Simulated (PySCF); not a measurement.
# B2H6O2Si: the cost of one run

Programs: PySCF 2.14.0, with density-fitted response routines of our own. Each step states its level of theory. These are calculated values for one molecule in the gas phase, unless marked as measured. Atoms are numbered from 0 throughout.

## Step 1: The molecule as given

11 atoms, charge 0, multiplicity 1; geometry from: GFN2-xTB. The atoms were then displaced at random by about 0.01 Å, so the start is not that level's minimum.

Bonds of the start (Å): B0–O1 1.31, O1–B2 1.33, B2–O3 1.29, O3–Si4 1.63, B0–H5 1.15, B0–H6 1.20, B2–H7 1.18, Si4–H8 1.50, Si4–H9 1.46, Si4–H10 1.46.

## Step 2: Relaxing the molecule at PBE0-D3(BJ)/def2-SVP

Job settings and geometry (Å):

```
{"job": {"xc": "PBE0", "basis": "def2-SVP", "d3": "d3bj", "grid": 1, "shake": 0.01, "kind": "geom"}, "charge": 0, "multiplicity": 1}
B      2.291880     0.343020     0.189150
O      1.303150    -0.286390    -0.401560
B      0.237490    -0.874830    -0.933950
O     -0.955300    -0.587230    -0.523080
Si    -1.958170     0.265470     0.435710
H      2.764250    -0.071350     1.157150
H      2.661720     1.383860    -0.278850
H      0.417260    -1.674680    -1.779400
H     -1.280280     0.716940     1.689710
H     -3.039100    -0.667380     0.753730
H     -2.404790     1.426750    -0.324290
```

Run with:

```
> OMP_NUM_THREADS=1 python probes_run.py task.json out
```

This one command runs all jobs of the session in turn.

**Question.** How long does this first job take on 1 thread of Arm Neoverse V2, shared host, and how much memory does it need?

About 24 s, with a peak of 0.43 GiB.
